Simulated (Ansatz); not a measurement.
# Si9N8O6: the cost of one run

All numbers below are computed with Ansatz 0.2.0 (DFT PBE, scalar-relativistic, plane waves, PAW).

## (1) The system as given

The cell holds 23 atoms (N8O6Si9): a = 6.951 Å, b = 6.753 Å, c = 6.614 Å, α = 92.77°, β = 90.83°, γ = 92.47°.

It is the last frame of an earlier stage of the same melt, run at 1520 K.

Structure file:

```cif
data_structure
_symmetry_space_group_name_H-M 'P 1'
_symmetry_Int_Tables_number 1
_cell_length_a 6.9512
_cell_length_b 6.7526
_cell_length_c 6.6137
_cell_angle_alpha 92.767
_cell_angle_beta 90.829
_cell_angle_gamma 92.471
_cell_volume 309.75
loop_
_atom_site_label
_atom_site_type_symbol
_atom_site_fract_x
_atom_site_fract_y
_atom_site_fract_z
_atom_site_occupancy
Si1 Si 0.74850 0.40471 0.69732 1
Si2 Si 0.21998 0.47399 0.69386 1
Si3 Si 0.03854 0.05496 0.62271 1
Si4 Si 0.58169 0.62286 0.92261 1
Si5 Si 0.27615 0.48729 0.25044 1
Si6 Si 0.53492 0.76632 0.56387 1
Si7 Si 0.48609 0.21653 0.49777 1
Si8 Si 0.94061 0.65912 0.43066 1
Si9 Si 0.76085 0.95243 0.18656 1
N1 N 0.11579 0.91799 0.84459 1
N2 N 0.31979 0.52255 0.95374 1
N3 N 0.69372 0.72494 0.15550 1
N4 N 0.97732 0.52280 0.62957 1
N5 N 0.25483 0.20364 0.64147 1
N6 N 0.32202 0.65469 0.50418 1
N7 N 0.93270 0.91837 0.42602 1
N8 N 0.09753 0.90081 0.01324 1
O1 O 0.02670 0.47758 0.22825 1
O2 O 0.53770 0.95078 0.41036 1
O3 O 0.39952 0.27114 0.26877 1
O4 O 0.61577 0.84579 0.77810 1
O5 O 0.86372 0.18251 0.72880 1
O6 O 0.68184 0.59200 0.47633 1
```

## (2) Langevin stage at 300 K

One k point, a Fermi-Dirac width of 0.050 eV and a fixed cell.

The input, input.yaml:

```yaml
crystal:
  lattice:
    - [6.949431, -0.148323, -0.050825]
    - [-0.148323, 6.749033, -0.161931]
    - [-0.050825, -0.161931, 6.61157]
  atoms:
    - { symbol: Si, position: [0.7484971356, 0.404713106, 0.6973244982] }
    - { symbol: Si, position: [0.2199845959, 0.4739872981, 0.6938632283] }
    - { symbol: Si, position: [0.03853913, 0.0549567615, 0.6227084984] }
    - { symbol: Si, position: [0.5816923633, 0.6228575105, 0.9226143231] }
    - { symbol: Si, position: [0.2761506832, 0.4872875823, 0.2504405528] }
    - { symbol: Si, position: [0.5349189821, 0.7663180653, 0.5638725733] }
    - { symbol: Si, position: [0.4860850407, 0.2165329696, 0.4977693007] }
    - { symbol: Si, position: [0.9406105681, 0.6591170461, 0.4306551887] }
    - { symbol: Si, position: [0.7608486196, 0.9524279112, 0.1865625507] }
    - { symbol: "N", position: [0.1157857973, 0.9179916362, 0.8445888606] }
    - { symbol: "N", position: [0.3197906666, 0.5225544368, 0.9537404501] }
    - { symbol: "N", position: [0.6937205583, 0.7249406035, 0.1554958009] }
    - { symbol: "N", position: [0.9773219377, 0.5228030337, 0.629571446] }
    - { symbol: "N", position: [0.2548274299, 0.2036432668, 0.6414673978] }
    - { symbol: "N", position: [0.3220235405, 0.6546930163, 0.5041791969] }
    - { symbol: "N", position: [0.9326978341, 0.9183722547, 0.4260185023] }
    - { symbol: "N", position: [0.0975262435, 0.9008094095, 0.0132372638] }
    - { symbol: O, position: [0.0267034799, 0.4775790652, 0.22825244] }
    - { symbol: O, position: [0.5377033802, 0.9507756401, 0.4103554301] }
    - { symbol: O, position: [0.399520883, 0.271143031, 0.2687710858] }
    - { symbol: O, position: [0.6157689311, 0.845789342, 0.7780988838] }
    - { symbol: O, position: [0.8637200142, 0.1825139149, 0.7288025765] }
    - { symbol: O, position: [0.6818384536, 0.5920016974, 0.4763321002] }
  symmetry: { detect: false }
basis:
  ecutwfc: 420
  xc_grid: 1
kpoints:
  mp_grid: { grid: [1, 1, 1], shift: [0.0, 0.0, 0.0] }
hamiltonian:
  xc: pbe
scf:
  occupations: { method: fermi_dirac, width: 0.05 }
  lower_state_search: "off"
  convergence: { dr2_threshold: 1.0e-05 }
output:
  forces: true
  stress: true
md:
  timestep: 2.0
  n_steps: 100
  ensemble: nvt_langevin
  friction: 0.015
  temperature: 300.0
  initial_velocities: maxwell_boltzmann
  seed: 87931
```

Launch:

```
ansatz run input.yaml --threads 2 --pin off --max-ram 5120MiB --backend cpu --events-out ev --progress --plain --runs-dir out
```

Q: Estimate wall time and peak memory on 2 threads of Arm Neoverse V2, shared host.

About 66 s, with a peak of 0.37 GiB.
